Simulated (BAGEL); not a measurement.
**A workflow on BNH3OF (SMILES NB(O)F)**

Wanted: the energy (HF/6-31G*), then the energy (NEVPT2(2,2)/6-31G*), then a single-point energy (CASPT2(2,2)/6-31G*) of BNH3OF. 

Program for the calculation: BAGEL 1.2.2.

1 further run of the same task is left out (set aside as unsound or not needed).

### 1 The molecule

BNH3OF: 7 atoms, total charge 0, spin state singlet. As SMILES, `NB(O)F`. One bond was lengthened or shortened from a relaxed shape.

Bond lengths: N1–B2 1.406 Å, B2–O3 1.568 Å, B2–F4 1.337 Å, N1–H5 1.004 Å, N1–H6 1.003 Å, O3–H7 0.957 Å. Angles: N1–B2–O3 125.7°, N1–B2–F4 118.3°, O3–B2–F4 116.0°, B2–N1–H5 121.1°, B2–N1–H6 124.7°, B2–O3–H7 114.6°, H5–N1–H6 114.2°.

### 2 A single-point energy at HF/6-31G(d) (density fitting with svp-jkfit, spherical functions) (run 1)

Input file hf.json:

```json
{ "bagel": [

{
  "title": "molecule",
  "basis": "6-31gs.json",
  "df_basis": "svp-jkfit",
  "geometry": [
    { "atom": "N", "xyz": [    -1.30737300,     1.57637363,    -0.24653178 ] },
    { "atom": "B", "xyz": [    -0.22815041,    -0.80298054,    -0.73162448 ] },
    { "atom": "O", "xyz": [     2.09060401,    -1.97344099,     0.69352949 ] },
    { "atom": "F", "xyz": [    -1.23745314,    -2.22499944,    -2.55993450 ] },
    { "atom": "H", "xyz": [    -2.79761103,     2.19677072,    -1.24355128 ] },
    { "atom": "H", "xyz": [    -0.69944811,     2.78749910,     1.07741034 ] },
    { "atom": "H", "xyz": [     2.78299966,    -0.92445402,     1.99498387 ] }
  ]
},

{
  "title": "hf"
},

{
  "title": "print",
  "file": "orbitals.molden",
  "orbitals": true
}

]}
```

The basis set 6-31G* is read from a file made from the Basis Set Exchange's data (not shown).

On the command line:

```console
BAGEL_NUM_THREADS=1 BAGEL hf.json > hf.out
```

What it wrote:

```text
* using 1 threads per process

  ===============================================================
  ===============================================================

  *** Geometry ***

  { "atom" : "N", "xyz" : [     -1.307373,      1.576374,     -0.246532 ] },
  { "atom" : "B", "xyz" : [     -0.228150,     -0.802981,     -0.731624 ] },
  { "atom" : "O", "xyz" : [      2.090604,     -1.973441,      0.693529 ] },
  { "atom" : "F", "xyz" : [     -1.237453,     -2.224999,     -2.559934 ] },
  { "atom" : "H", "xyz" : [     -2.797611,      2.196771,     -1.243551 ] },
  { "atom" : "H", "xyz" : [     -0.699448,      2.787499,      1.077410 ] },
  { "atom" : "H", "xyz" : [      2.783000,     -0.924454,      1.994984 ] },

  Number of auxiliary basis functions:      360

  Since a DF basis is specified, we compute 2- and 3-index integrals:
    o Being stored without compression. Storage requirement is 0.011 GB

  Number of basis functions:       62
  Number of electrons      :       32

    * METHOD: MOLECULE                             0.11

  *** RHF ***

  === Nuclear Repulsion ===
   110.1582195936

      * DIIS with orbital gradients will be used.

  === RHF iteration (6-31gs.json) ===
      0       -255.04017228          0.03108301           0.02
      1       -255.23219388          0.01773580           0.02
      2       -255.31008109          0.00196285           0.02
      3       -255.31113587          0.00074700           0.02
      4       -255.31129344          0.00013534           0.02
      5       -255.31129924          0.00003217           0.02
      6       -255.31129986          0.00001447           0.02
      7       -255.31129998          0.00000482           0.02
      8       -255.31129999          0.00000162           0.02
      9       -255.31129999          0.00000054           0.02
     10       -255.31129999          0.00000029           0.02
     11       -255.31129999          0.00000007           0.02
     12       -255.31129999          0.00000002           0.02
     13       -255.31129999          0.00000001           0.02
     14       -255.31129999          0.00000000           0.02
    * SCF iteration converged.

    * Permanent dipole moment:
           (    0.314533,    -1.449329,    -0.614877) a.u.

    * METHOD: HF                                   0.44

    * METHOD: PRINT                                0.01

  ===============================================================
```

It took 0.68 s on 1 thread of Arm Neoverse V1, shared host; peak memory 0.15 GiB.

### 3 The energy at NEVPT2(2,2)/6-31G(d) (density fitting with svp-jkfit, spherical functions) (run 2)

Input file calc.json:

```json
{ "bagel": [

{
  "title": "molecule",
  "basis": "6-31gs.json",
  "df_basis": "svp-jkfit",
  "angstrom": false,
  "geometry": [
    { "atom": "N", "xyz": [ -1.30737300,  1.57637363, -0.24653178 ] },
    { "atom": "B", "xyz": [ -0.22815041, -0.80298054, -0.73162448 ] },
    { "atom": "O", "xyz": [  2.09060401, -1.97344099,  0.69352949 ] },
    { "atom": "F", "xyz": [ -1.23745314, -2.22499944, -2.55993450 ] },
    { "atom": "H", "xyz": [ -2.79761103,  2.19677072, -1.24355128 ] },
    { "atom": "H", "xyz": [ -0.69944811,  2.78749910,  1.07741034 ] },
    { "atom": "H", "xyz": [  2.78299966, -0.92445402,  1.99498387 ] }
  ]
},
{ "title": "hf" },
{ "title": "nevpt2", "nstate": 1, "nact": 2, "nclosed": 15, "active": [6, 22], "maxiter": 200, "natocc": true, "ncore": 4 },
{ "title": "print", "file": "orbitals.molden", "orbitals": true }

]}
```

The basis set 6-31G* is read from a file made from the Basis Set Exchange's data (not shown).

On the command line:

```console
BAGEL_NUM_THREADS=1 BAGEL calc.json > calc.out
```

What it wrote:

```text
* using 1 threads per process

  ===============================================================
  ===============================================================

  *** Geometry ***

  { "atom" : "N", "xyz" : [     -1.307373,      1.576374,     -0.246532 ] },
  { "atom" : "B", "xyz" : [     -0.228150,     -0.802981,     -0.731624 ] },
  { "atom" : "O", "xyz" : [      2.090604,     -1.973441,      0.693529 ] },
  { "atom" : "F", "xyz" : [     -1.237453,     -2.224999,     -2.559934 ] },
  { "atom" : "H", "xyz" : [     -2.797611,      2.196771,     -1.243551 ] },
  { "atom" : "H", "xyz" : [     -0.699448,      2.787499,      1.077410 ] },
  { "atom" : "H", "xyz" : [      2.783000,     -0.924454,      1.994984 ] },

  Number of auxiliary basis functions:      360

  Since a DF basis is specified, we compute 2- and 3-index integrals:
    o Being stored without compression. Storage requirement is 0.011 GB

  Number of basis functions:       62
  Number of electrons      :       32

    * METHOD: MOLECULE                             0.11

  *** RHF ***

  === Nuclear Repulsion ===
   110.1582195936

      * DIIS with orbital gradients will be used.

  === RHF iteration (6-31gs.json) ===
      0       -255.04017228          0.03108301           0.02
      1       -255.23219388          0.01773580           0.02
      2       -255.31008109          0.00196285           0.02
      3       -255.31113587          0.00074700           0.02
      4       -255.31129344          0.00013534           0.02
      5       -255.31129924          0.00003217           0.02
      6       -255.31129986          0.00001447           0.02
      7       -255.31129998          0.00000482           0.02
      8       -255.31129999          0.00000162           0.02
      9       -255.31129999          0.00000054           0.02
     10       -255.31129999          0.00000029           0.02
     11       -255.31129999          0.00000007           0.02
     12       -255.31129999          0.00000002           0.02
     13       -255.31129999          0.00000001           0.02
     14       -255.31129999          0.00000000           0.02
    * SCF iteration converged.

    * Permanent dipole moment:
           (    0.314533,    -1.449329,    -0.614877) a.u.

    * METHOD: HF                                   0.44

    * freezing 4 orbitals
  ---------------------------
      CASSCF calculation
  ---------------------------

    ==== Active orbitals : =====
         Orbital 6
         Orbital 22
    ============================

    * nstate   :      1
    * nclosed  :     15
    * nact     :      2
    * nvirt    :     45
  === CASSCF iteration (6-31gs.json) ===

    * Using the second-order algorithm

      0  0      -255.31136649     2.46e-05      0.01

      1  0      -255.31161049     8.64e-05      0.08

      2  0      -255.31575731     7.37e-04      0.11

      3  0      -255.32809994     1.09e-03      0.13

      4  0      -255.33113459     4.97e-04      0.14

      5  0      -255.33128446     2.34e-04      0.14

      6  0      -255.33129314     9.73e-05      0.14

      7  0      -255.33129405     3.71e-05      0.14

      8  0      -255.33129417     1.38e-05      0.14

      9  0      -255.33129419     5.05e-06      0.15

     10  0      -255.33129419     1.85e-06      0.15

     11  0      -255.33129419     6.76e-07      0.15

     12  0      -255.33129419     2.47e-07      0.13

     13  0      -255.33129419     9.03e-08      0.13

     14  0      -255.33129419     3.30e-08      0.12

     15  0      -255.33129419     1.20e-08      0.11

     16  0      -255.33129419     4.38e-09      0.10

    * Second-order optimization converged. *

     guess   0:   closed 1.                   open ..

  === FCI iteration ===

      0  0      -255.31097347     9.68e-02      0.00
      1  0      -255.33124488     3.67e-03      0.00
      2  0 *    -255.33129419     1.04e-15      0.00

     * ci vector, state   0, <S^2> = 0.0000
       2.     0.9945335543
       .2    -0.1044174761

  === DF-NEVPT2 calculation ===

    * 3-index integral transformation done
    * assembly done

      NEVPT2 correlation energy:   -0.5626761780      0.09

          (+0)     -0.4687057729
          (+0)'    -0.0428096604
          (+1)     -0.0100048712
          (+1)'    -0.0000000000
          (+2)     -0.0004872421
          (-1)     -0.0353021709
          (-1)'     0.0000000000
          (-2)     -0.0053664606

      NEVPT2 total energy:       -255.8939703678

    * METHOD: NEVPT2                               2.27

    * METHOD: PRINT                                0.01

  ===============================================================
```

Run time: 3 s. Hardware: 1 thread of Arm Neoverse V1, shared host; peak memory 0.15 GiB.

### 4 The energy at CASPT2(2,2)/6-31G(d) (density fitting with svp-jkfit, spherical functions) (run 3)

Input file job.json:

```json
{ "bagel" : [

{
  "title" : "molecule",
  "basis" : "6-31gs.json",
  "df_basis" : "svp-jkfit",
  "geometry" : [
    { "atom" : "N", "xyz" : [ -1.30737300,  1.57637363, -0.24653178 ] },
    { "atom" : "B", "xyz" : [ -0.22815041, -0.80298054, -0.73162448 ] },
    { "atom" : "O", "xyz" : [  2.09060401, -1.97344099,  0.69352949 ] },
    { "atom" : "F", "xyz" : [ -1.23745314, -2.22499944, -2.55993450 ] },
    { "atom" : "H", "xyz" : [ -2.79761103,  2.19677072, -1.24355128 ] },
    { "atom" : "H", "xyz" : [ -0.69944811,  2.78749910,  1.07741034 ] },
    { "atom" : "H", "xyz" : [  2.78299966, -0.92445402,  1.99498387 ] }
  ]
},
{ "title" : "hf" },
{ "title" : "casscf", "nstate" : 1, "nact" : 2, "nclosed" : 15, "active" : [6, 22], "maxiter" : 200, "natocc" : "true" },
{ "title" : "print", "file" : "orbitals.molden", "orbitals" : "true" },
{ "title" : "smith", "method" : "caspt2", "ms" : "true", "xms" : "true", "sssr" : "true", "shift" : 0.2, "shift_imag" : "true", "ncore" : 4 }

]}
```

The basis set 6-31G* is read from a file made from the Basis Set Exchange's data (not shown).

On the command line:

```console
BAGEL_NUM_THREADS=1 BAGEL job.json > job.out
```

What it wrote:

```text
* using 1 threads per process

  ===============================================================
  ===============================================================

  *** Geometry ***

  { "atom" : "N", "xyz" : [     -1.307373,      1.576374,     -0.246532 ] },
  { "atom" : "B", "xyz" : [     -0.228150,     -0.802981,     -0.731624 ] },
  { "atom" : "O", "xyz" : [      2.090604,     -1.973441,      0.693529 ] },
  { "atom" : "F", "xyz" : [     -1.237453,     -2.224999,     -2.559934 ] },
  { "atom" : "H", "xyz" : [     -2.797611,      2.196771,     -1.243551 ] },
  { "atom" : "H", "xyz" : [     -0.699448,      2.787499,      1.077410 ] },
  { "atom" : "H", "xyz" : [      2.783000,     -0.924454,      1.994984 ] },

  Number of auxiliary basis functions:      360

  Since a DF basis is specified, we compute 2- and 3-index integrals:
    o Being stored without compression. Storage requirement is 0.011 GB

  Number of basis functions:       62
  Number of electrons      :       32

    * METHOD: MOLECULE                             0.11

  *** RHF ***

  === Nuclear Repulsion ===
   110.1582195936

      * DIIS with orbital gradients will be used.

  === RHF iteration (6-31gs.json) ===
      0       -255.04017228          0.03108301           0.02
      1       -255.23219388          0.01773580           0.02
      2       -255.31008109          0.00196285           0.02
      3       -255.31113587          0.00074700           0.02
      4       -255.31129344          0.00013534           0.02
      5       -255.31129924          0.00003217           0.02
      6       -255.31129986          0.00001447           0.02
      7       -255.31129998          0.00000482           0.02
      8       -255.31129999          0.00000162           0.02
      9       -255.31129999          0.00000054           0.02
     10       -255.31129999          0.00000029           0.02
     11       -255.31129999          0.00000007           0.02
     12       -255.31129999          0.00000002           0.02
     13       -255.31129999          0.00000001           0.02
     14       -255.31129999          0.00000000           0.02
    * SCF iteration converged.

    * Permanent dipole moment:
           (    0.314533,    -1.449329,    -0.614877) a.u.

    * METHOD: HF                                   0.43

  ---------------------------
      CASSCF calculation
  ---------------------------

    ==== Active orbitals : =====
         Orbital 6
         Orbital 22
    ============================

    * nstate   :      1
    * nclosed  :     15
    * nact     :      2
    * nvirt    :     45
  === CASSCF iteration (6-31gs.json) ===

    * Using the second-order algorithm

      0  0      -255.31136649     2.46e-05      0.01

      1  0      -255.31161049     8.64e-05      0.08

      2  0      -255.31575731     7.37e-04      0.11

      3  0      -255.32809994     1.09e-03      0.12

      4  0      -255.33113459     4.97e-04      0.14

      5  0      -255.33128446     2.34e-04      0.14

      6  0      -255.33129314     9.73e-05      0.13

      7  0      -255.33129405     3.71e-05      0.15

      8  0      -255.33129417     1.38e-05      0.15

      9  0      -255.33129419     5.05e-06      0.15

     10  0      -255.33129419     1.85e-06      0.14

     11  0      -255.33129419     6.76e-07      0.15

     12  0      -255.33129419     2.47e-07      0.13

     13  0      -255.33129419     9.03e-08      0.13

     14  0      -255.33129419     3.30e-08      0.12

     15  0      -255.33129419     1.20e-08      0.10

     16  0      -255.33129419     4.38e-09      0.10

    * Second-order optimization converged. *

     guess   0:   closed 1.                   open ..

  === FCI iteration ===

      0  0      -255.31097347     9.68e-02      0.00
      1  0      -255.33124488     3.67e-03      0.00
      2  0 *    -255.33129419     1.04e-15      0.00

     * ci vector, state   0, <S^2> = 0.0000
       2.     0.9945335543
       .2    -0.1044174761

    * METHOD: CASSCF                               2.11

    * METHOD: PRINT                                0.01

  === SMITH program ===

    * freezing 4 orbitals

    * Approximate memory requirement for SMITH calulation per MPI process:
      o Storage requirement for T-amplitude, lambda, and residual is 0.01 GB
      o Storage requirement for MO integrals is 0.00 GB
    * Calculating and saving rdm4f

    * Zeroth order energy : state  0       -1.3364186427

    * CASPT2 iteration is performed using orthogonal basis

      -------------------------------------------  CASPT2 iteration  ---------------------------------------------------
       #      aibj      arbs      arbi      airj      risj      airs      arst      rist         Etot      error   time
      ------------------------------------------------------------------------------------------------------------------

       0  -0.46919  -0.00636  -0.03543  -0.01112  -0.00063  -0.03720  -0.00000  -0.00000   -0.5599423  0.0030086   0.06
       1  -0.46962  -0.00644  -0.03571  -0.01141  -0.00069  -0.03831  -0.00000  -0.00000   -0.5621770  0.0005200   0.05
       2  -0.46968  -0.00645  -0.03565  -0.01142  -0.00069  -0.03838  -0.00000  -0.00000   -0.5622799  0.0001027   0.05
       3  -0.46968  -0.00645  -0.03565  -0.01141  -0.00070  -0.03840  -0.00000  -0.00000   -0.5622827  0.0000218   0.05
       4  -0.46967  -0.00645  -0.03565  -0.01141  -0.00070  -0.03840  -0.00000  -0.00000   -0.5622828  0.0000050   0.05
       5  -0.46967  -0.00645  -0.03565  -0.01141  -0.00070  -0.03840   0.00000  -0.00000   -0.5622828  0.0000012   0.05
       6  -0.46967  -0.00645  -0.03565  -0.01141  -0.00070  -0.03840   0.00000  -0.00000   -0.5622828  0.0000003   0.06

      ------------------------------------------------------------------------------------------------------------------

    * CASPT2 energy : state  0     -255.8954178970
        w/o shift correction       -255.8935770293
        reference weight              0.8679797079

    * METHOD: SMITH                                0.49

  ===============================================================
```

Wall time 3.3 s (1 thread of Arm Neoverse V1, shared host); peak memory 0.15 GiB.

### 5 Summary of results

| quantity | value |
| --- | --- |
| run 1, HF/6-31G*: total energy | -255.31130 Eh |
| run 1, HF/6-31G*: dipole moment | 4.08 D |
| run 1, HF/6-31G*: HOMO energy | -11.95 eV |
| run 1, HF/6-31G*: LUMO energy | 5.45 eV |
| run 1, HF/6-31G*: HOMO–LUMO gap | 17.40 eV |
| run 2, NEVPT2(2,2)/6-31G*: total energy | -255.89397 Eh |
| run 3, CASPT2(2,2)/6-31G*: total energy | -255.89542 Eh |
